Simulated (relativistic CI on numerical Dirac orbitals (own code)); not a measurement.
# Ta LVII (Ta⁵⁶⁺): levels and lines

Aim: the low levels of Ta⁵⁶⁺, their labels and the strongest lines; further runs change one setting each.

Method: Dirac-Coulomb-Breit CI, KLI orbitals optimised for each configuration, model QED (radiative potential, 1s self-energy scaled to tabulated hydrogen-like ionisation energies). Code: relativistic CI on numerical Dirac orbitals (own code) version 4.

## Step 1: The system

```
ion                       : Ta⁵⁶⁺ (Ta LVII)
nuclear charge            : 73
electrons                 : 17
isotope                   : A = 181
first configuration typed : [Ne] 3s2 3p5
```

Outer shells as boxes (Hund's rule):

first configuration typed
```
[Ne] core
3s [↑↓]
3p [↑↓][↑↓][↑ ]
```

## Step 2: The main run

Settings of the run:

```ini
atom Ta  Z=73  charge=56  electrons=17
nucleus A=181  rms_radius_fm=5.3507
hamiltonian dirac-coulomb  breit=on  qed=on  c_scale=1
orbitals kli  potential=per-configuration
slater_scale 1
correlation none
mixing on
configurations
  [Ne] 3s2 3p5
  [Ne] 3s 3p6
  [Ne] 3s2 3p4 3d
  [Ne] 3s 3p5 3d
  [Ne] 3p6 3d
  [Ne] 3s 3p4 3d2
  [Ne] 3s2 3p3 3d 4p
  [Ne] 3p6 4s
  [Ne] 3s 3p4 3d 4s
  [Ne] 3s2 3p4 4s
  [Ne] 3p6 4p
  [Ne] 3s2 3p4 4p
  [Ne] 3s2 3p3 3d2
  [Ne] 3s2 3p2 3d3
  [Ne] 3s 3p3 3d3
  [Ne] 3s2 3p2 3d2 4s
  [Ne] 3s2 3p2 3d2 4p
end
```

Command:

```bash
$ python run_levels.py task.json out
```

task.json lists these runs, among others, and the program works through them in turn.

## Step 3: Without the Breit term

Changes to the settings of step 2:

```diff
@@ -2,3 +2,3 @@
 nucleus A=181  rms_radius_fm=5.3507
-hamiltonian dirac-coulomb  breit=on  qed=on  c_scale=1
+hamiltonian dirac-coulomb  breit=off  qed=on  c_scale=1
 orbitals kli  potential=per-configuration
```

## Step 4: Non-relativistic limit (c × 1000)

Changes to the settings of step 3:

```diff
@@ -2,3 +2,3 @@
 nucleus A=181  rms_radius_fm=5.3507
-hamiltonian dirac-coulomb  breit=off  qed=on  c_scale=1
+hamiltonian dirac-coulomb  breit=off  qed=off  c_scale=1000
 orbitals kli  potential=per-configuration
```

(Steps that only read results are left out.)

**Question.** What will these runs give? Wanted: lowest level; first excitation; lowest level of the other parity; fastest E1 line; ionisation energy.

As calculated:

| run | time | mean size of shift, levels followed (cm⁻¹) | lowest level | ionisation energy (eV) |
| --- | --- | --- | --- | --- |
| main run | 1.5 s | 0 | 3p5 2P°3/2 | 5654.9 |
| without the Breit term | 1.2 s | 21580 | 3p5 2P°3/2 | 5660.9 |
| non-relativistic limit (c × 1000) | 1.1 s | 969006 | 3p5 2P°3/2 | - |

The tabulated theoretical ionisation energy (NIST) is 5655 eV.

| quantity | value |
| --- | --- |
| lowest level | 3p5 2P°3/2 |
| first excitation | 3p4 3d [3p3/2^2 3d3/2] J=3/2, 231.76 eV |
| lowest level of the other parity | 3p4 3d [3p3/2^2 3d3/2] J=3/2, 231.76 eV |
| levels in the model | 2504 |
| fastest E1 line (by rate) to the lowest level among the lowest 200 of 2504 levels | 2.075 nm, from 3p4 3d [3p1/2 3p3/2^3 3d3/2] J=5/2 (ii) |
| ionisation energy | 5654.9 eV |
| ionisation energy, tabulated theoretical (NIST) | 5655 eV |

What this shows: 3p5 2P°3/2 comes out lowest; its LS label holds 99 % and its jj label 99 %; over the low levels the means are 53 and 98 %, so jj coupling describes them better. The ionisation energy agrees with the tabulated theoretical value within its uncertainty of 5 eV. The largest mover is «non-relativistic limit (c × 1000)» (969006 cm⁻¹ on average). Lifetimes count radiative decay inside the model alone.
